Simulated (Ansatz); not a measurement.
# NbSi2 (element-swapped structure): how the settings move a single-point run

Aim: see which settings change the result for NbSi2 (element-swapped structure), by how much, and at what cost.

Program: Ansatz 0.2.0. Level of theory: reference: DFT r2SCAN+U, plane waves, PAW, scalar-relativistic, no spin polarisation. These are calculated values, not measurements.

2 further runs of the same task are left out: 2 that didn't finish.

### 1 The system as given

It takes space group P6_222 (No. 180, hexagonal). Conventional cell: a = 4.845 Å, b = 4.845 Å, c = 7.475 Å, α = 90.00°, β = 90.00°, γ = 120.00°. Nb (site symmetry 222) has 10 Si at 2.79 to 2.86 Å as nearest neighbours. Si (site symmetry 2) is surrounded by 5 Nb at 2.79 to 2.86 Å and 5 Si at 2.79 to 2.86 Å.

Structure file:

```
CELL_PARAMETERS angstrom
2.42227 4.19550 0.00000
-2.42227 4.19550 0.00000
0.00000 0.00000 7.47495
ATOMIC_POSITIONS crystal
Nb 0.50000 0.50000 0.50000
Nb 0.50000 0.00000 0.83333
Nb 0.00000 0.50000 0.16667
Si 0.16700 0.16700 0.50000
Si 0.83300 0.33400 0.83333
Si 0.66600 0.16700 0.16667
Si 0.83300 0.83300 0.50000
Si 0.16700 0.66600 0.83333
Si 0.33400 0.83300 0.16667
```

### 2 Reference

The input, input.yaml:

```yaml
crystal:
  lattice:
    - [2.42227376, 4.19549755, 0.0]
    - [-2.42227376, 4.19549755, 0.0]
    - [0.0, 0.0, 7.47494832]
  atoms:
    - { symbol: Nb, position: [0.5, 0.5, 0.5] }
    - { symbol: Nb, position: [0.5, 0.0, 0.83333] }
    - { symbol: Nb, position: [0.0, 0.5, 0.16667] }
    - { symbol: Si, position: [0.167, 0.167, 0.5] }
    - { symbol: Si, position: [0.833, 0.334, 0.83333] }
    - { symbol: Si, position: [0.666, 0.167, 0.16667] }
    - { symbol: Si, position: [0.833, 0.833, 0.5] }
    - { symbol: Si, position: [0.167, 0.666, 0.83333] }
    - { symbol: Si, position: [0.334, 0.833, 0.16667] }
  symmetry: { tolerance: 0.0003 }
kpoints:
  mp_grid: { grid: [4, 4, 3], shift: [0, 0, 0] }
magnetization:
  spin_polarized: false
scf:
  occupations: { method: gaussian, width: 0.034 }
hamiltonian:
  pseudopotentials: { kind: paw }
  xc: r2scan
  hubbard:
    projectors: all-electron-ortho-atomic
    sites: [{ species: Nb, l: d, u_eff: 3.61 }]
basis:
  ecutwfc: 500
output:
  forces: true
  stress: true
  eigenvalues: true
```

Run with:

```
$ ansatz run input.yaml --threads 1 --pin off --max-ram 2560MiB --backend cpu --events-out ev --progress --plain --runs-dir out
```

Output, cut to the lines that bear on the results:

```text
Warning: the atoms were moved onto the symmetric positions of the space group found under crystal.symmetry.tolerance 3.0e-4 (fractional; no operation is sought that the atoms, as they stand in a round, miss by more than twice it, and no atom is moved by as much as it), and the run uses [...]
Warning: RAYON_NUM_THREADS=1 ignored (pool sized by the plan → 1); use --threads N
Nb: projections on atomic orbitals take those of the free atom [Ar 3d10] 4s2 4p6 4d4 5s1, of charge +0.00 (hamiltonian.pseudopotentials.projection_atoms); the dataset's partial waves leave at most 4.9e-6 of an orbital's norm unspanned inside its sphere
Si: projections on atomic orbitals take those of the free atom [Ne] 3s2 3p2, of charge +0.00 (hamiltonian.pseudopotentials.projection_atoms); the dataset's partial waves leave at most 6.1e-8 of an orbital's norm unspanned inside its sphere
[...]
Pseudopotentials: kind: paw
Pseudopotential: Nb, paw, valence charge 13, recommended cutoff 500 eV (meta_gga), Nb.paw.azcp
Pseudopotential: Si, paw, valence charge 4, recommended cutoff 500 eV (meta_gga), Si.paw.azcp
Functional definition: r2SCAN
[...]
Crystal: 9 atoms, lattice volume = 151.930 Å³
Basis set: ecut = 500 eV, 3885 PW (Γ), exchange–correlation on 144×144×240 points (64 copies of the dense FFT grid, shifted against one another)
Bands: 41, of which v1, the nominal top of the filled ones, is band 32 counted from 1 (31 counted from 0)
Symmetry: 12 space group operations
Space group: P6222 (ITA 180), of the structure as read, at distance tolerance 1.6e-3 Å
k-points: 8 of 48
[...]
SCF iter   1: F=—  HF=-17516.290931 eV  |F-HF|=—  |Δ(HF+E_count)|=         —  Δρ=6.60e-2  dr2=1.18e1  dr2_τ=4.62e-1  ethr=3.10e-3  ⟨swp⟩=7.5  Hψ=1448  notcnv=0
[...]
SCF iter   9: F=-17514.285754 eV  HF=-17514.285754 eV  |F-HF|=3.55e-9  |Δ(HF+E_count)|=   1.65e-7  Δρ=2.20e-6  dr2=8.53e-9  dr2_τ=3.37e-10  ethr=1.59e-10  ⟨swp⟩=4.6  Hψ=1033  notcnv=0
[...]
SCF converged after 9 iterations
Free energy (F): -17514.285754 eV
[...]
E sigma→0 (E₀):  -17514.282573 eV
Entropy (-TS):   -0.006361 eV (-0.707 meV/atom)
Fermi energy:    12.199089 eV
[...]
--- Forces (eV/Å), atoms counted from 1 ---
  atom   1  Nb     0.00000000    -0.00000000    -0.00000000
  atom   2  Nb     0.00000000    -0.00000000    -0.00000000
  atom   3  Nb     0.00000000    -0.00000000    -0.00000000
  atom   4  Si    -0.00000000    -0.41798150     0.00000000
  atom   5  Si     0.36198260    -0.20899075    -0.00000000
  atom   6  Si     0.36198260     0.20899075     0.00000000
  atom   7  Si    -0.00000000     0.41798150     0.00000000
  atom   8  Si    -0.36198260     0.20899075     0.00000000
[...]
--- Stress (GPa, compression-positive) ---
      -11.999887       0.000000       0.000000
       -0.000000     -11.999887      -0.000000
        0.000000      -0.000000     -30.789851
  P = ⅓ Tr σ = -18.2632 GPa (-182.632 kbar)
--- Band table (eV; the first three rows and the last of 8) ---
[...]
Occupation matrices written to <dir>
```

Run time: 13 s. Hardware: 1 thread of Arm Neoverse V2, shared host; peak memory 0.75 GiB.

### 3 Variant: mixing.algorithm broyden, mixing.beta 0.1, mixing.ndim 16

Edit input.yaml of step 2 so:

```diff
@@ -22,2 +22,3 @@
   occupations: { method: gaussian, width: 0.034 }
+  mixing: { algorithm: broyden, beta: 0.1, ndim: 16 }
 hamiltonian:
@@ -34 +35,5 @@
   eigenvalues: true
+  write_density: true
+  write_potential: true
+  elf: true
+  volumetric_format: npy
```

Run with:

```
$ ansatz run input.yaml --threads 1 --pin off --max-ram 2560MiB --backend cpu --events-out ev --progress --plain --runs-dir out
```

Output, cut to the lines that bear on the results:

```text
Warning: the atoms were moved onto the symmetric positions of the space group found under crystal.symmetry.tolerance 3.0e-4 (fractional; no operation is sought that the atoms, as they stand in a round, miss by more than twice it, and no atom is moved by as much as it), and the run uses [...]
Warning: RAYON_NUM_THREADS=1 ignored (pool sized by the plan → 1); use --threads N
Nb: projections on atomic orbitals take those of the free atom [Ar 3d10] 4s2 4p6 4d4 5s1, of charge +0.00 (hamiltonian.pseudopotentials.projection_atoms); the dataset's partial waves leave at most 4.9e-6 of an orbital's norm unspanned inside its sphere
Si: projections on atomic orbitals take those of the free atom [Ne] 3s2 3p2, of charge +0.00 (hamiltonian.pseudopotentials.projection_atoms); the dataset's partial waves leave at most 6.1e-8 of an orbital's norm unspanned inside its sphere
[...]
[... 2 set-up lines as earlier in the session ...]
[...]
SCF converged after 18 iterations
Stability not checked: this state was not tested for a lower state beside it, because the mixer in use, unlike msr1, does not test its closes by its own steps (another_mixer; see scf.mixing.algorithm and scf.lower_state_search)
Free energy (F): -17514.285754 eV
[...]
E sigma→0 (E₀):  -17514.282573 eV
Entropy (-TS):   -0.006362 eV (-0.707 meV/atom)
Fermi energy:    12.199053 eV
[...]
--- Forces (eV/Å), atoms counted from 1 ---
  atom   1  Nb    -0.00000000     0.00000000    -0.00000000
  atom   2  Nb     0.00000000    -0.00000000    -0.00000000
  atom   3  Nb     0.00000000    -0.00000000    -0.00000000
  atom   4  Si    -0.00000000    -0.41795731     0.00000000
  atom   5  Si     0.36196165    -0.20897866     0.00000000
  atom   6  Si     0.36196165     0.20897866     0.00000000
  atom   7  Si     0.00000000     0.41795731     0.00000000
  atom   8  Si    -0.36196165     0.20897866     0.00000000
[...]
--- Stress (GPa, compression-positive) ---
      -12.000017       0.000000      -0.000000
       -0.000000     -12.000017      -0.000000
        0.000000      -0.000000     -30.790127
  P = ⅓ Tr σ = -18.2634 GPa (-182.634 kbar)
--- Band table (eV; the first three rows and the last of 8) ---
[...]
Occupation matrices written to <dir>
```

Run time: 23 s. Hardware: 1 thread of Arm Neoverse V2, shared host; peak memory 0.77 GiB.

The changed mixing doesn't alter the result here (within 0.5 meV/atom).

### 4 Variant: mp_grid.grid [3, 3, 2]

Edit input.yaml of step 2 so:

```diff
@@ -17,3 +17,3 @@
 kpoints:
-  mp_grid: { grid: [4, 4, 3], shift: [0, 0, 0] }
+  mp_grid: { grid: [3, 3, 2], shift: [0, 0, 0] }
 magnetization:
@@ -34 +34,5 @@
   eigenvalues: true
+  write_density: true
+  write_potential: true
+  elf: true
+  volumetric_format: npy
```

Run with:

```
$ ansatz run input.yaml --threads 1 --pin off --max-ram 2560MiB --backend cpu --events-out ev --progress --plain --runs-dir out
```

Output, cut to the lines that bear on the results:

```text
Warning: the atoms were moved onto the symmetric positions of the space group found under crystal.symmetry.tolerance 3.0e-4 (fractional; no operation is sought that the atoms, as they stand in a round, miss by more than twice it, and no atom is moved by as much as it), and the run uses [...]
Warning: RAYON_NUM_THREADS=1 ignored (pool sized by the plan → 1); use --threads N
Nb: projections on atomic orbitals take those of the free atom [Ar 3d10] 4s2 4p6 4d4 5s1, of charge +0.00 (hamiltonian.pseudopotentials.projection_atoms); the dataset's partial waves leave at most 4.9e-6 of an orbital's norm unspanned inside its sphere
Si: projections on atomic orbitals take those of the free atom [Ne] 3s2 3p2, of charge +0.00 (hamiltonian.pseudopotentials.projection_atoms); the dataset's partial waves leave at most 6.1e-8 of an orbital's norm unspanned inside its sphere
[...]
[... 2 set-up lines as earlier in the session ...]
[...]
SCF iter   8: F=-17513.747719 eV  HF=-17513.747719 eV  |F-HF|=4.24e-8  |Δ(HF+E_count)|=   9.67e-7  Δρ=6.61e-6  dr2=3.28e-8  dr2_τ=3.88e-9  ethr=1.59e-10  ⟨swp⟩=18.0  Hψ=1926  notcnv=0
[...]
SCF converged after 8 iterations
Free energy (F): -17513.747719 eV
[...]
E sigma→0 (E₀):  -17513.747583 eV
Entropy (-TS):   -0.000273 eV (-0.030 meV/atom)
Fermi energy:    12.158736 eV
[...]
--- Forces (eV/Å), atoms counted from 1 ---
  atom   1  Nb    -0.00000000     0.00000000    -0.00000000
  atom   2  Nb    -0.00000000    -0.00000000     0.00000000
  atom   3  Nb     0.00000000    -0.00000000     0.00000000
  atom   4  Si    -0.00000000    -0.21607698     0.00000000
  atom   5  Si     0.18712816    -0.10803849    -0.00000000
  atom   6  Si     0.18712816     0.10803849     0.00000000
  atom   7  Si     0.00000000     0.21607698    -0.00000000
  atom   8  Si    -0.18712816     0.10803849     0.00000000
[...]
--- Stress (GPa, compression-positive) ---
       -9.516490       0.000000      -0.000000
        0.000000      -9.516490      -0.000000
       -0.000000      -0.000000     -34.681725
  P = ⅓ Tr σ = -17.9049 GPa (-179.049 kbar)
--- Band table (eV; the first three rows and the last of 6) ---
[...]
Occupation matrices written to <dir>
```

Wall time 11 s (1 thread of Arm Neoverse V2, shared host); peak memory 0.73 GiB.

Changing the k-point mesh moves the energy by +59.8 meV/atom, and the pressure goes from -18.3 to -17.9 GPa and the largest force goes from 0.42 to 0.22 eV/Å. Sampling errors of the energy have no fixed sign. These settings are too coarse to quote as the system's properties.

### 5 Comparison

| run | ending | energy change | pressure (GPa) | gap (eV) | force (eV/Å) | cycles | time |
| --- | --- | --- | --- | --- | --- | --- | --- |
| reference | converged | 0 | -18.3 | 0.00 | 0.42 | 9 | 13 s |
| 1: mixing.algorithm broyden, mixing.beta 0.1, mixing.ndim 16 | converged | 0.0 meV/atom | -18.3 | 0.00 | 0.42 | 18 | 23 s |
| 2: mp_grid.grid [3, 3, 2] | converged | +59.8 meV/atom | -17.9 | 0.00 | 0.22 | 8 | 11 s |

Times don't compare one to one where runs were asked for different outputs or read a saved state (see the inputs); cycles may leave out searches for a lower state.

Residual by cycle in the longest SCF loop of each run; runs are numbered as in the table. The quantity is the density residual dr2, in eV.

| cycle | reference | run 1 | run 2 |
| --- | --- | --- | --- |
| 1 | 11.8 | 11.8 | 12.2 |
| 3 | 0.317 | 1.64 | 0.353 |
| 4 | 0.046 | 0.508 | 0.0547 |
| 6 | 3.0e-5 | 0.0197 | 7.1e-5 |
| 7 | 1.3e-6 | 0.00948 | 1.4e-6 |
| 9 | 8.5e-9 | 4.3e-4 | - |
| 10 | - | 2.9e-4 | - |
| 12 | - | 2.6e-5 | - |
| 13 | - | 5.9e-6 | - |
| 15 | - | 9.5e-7 | - |
| 16 | - | 6.5e-8 | - |
| 18 | - | 8.2e-9 | - |

**Reading.** Of the converged runs whose energies compare with the reference's, «mp_grid.grid [3, 3, 2]» moves the energy most (+59.8 meV/atom) and «mixing.algorithm broyden, mixing.beta 0.1, mixing.ndim 16» least (0.0 meV/atom). Of the variants the dearest is «mixing.algorithm broyden, mixing.beta 0.1, mixing.ndim 16» (23 s), the cheapest «mp_grid.grid [3, 3, 2]» (11 s), on a shared host. The structure is not at rest: the sound run finds -18 GPa, so these are no properties of the relaxed crystal. 

The reference has limits of its own: it is run without spin, though an odd electron count or open d shells could carry moments; its mesh is coarse for a cell with so small a gap or none; the structure is made up and not relaxed.
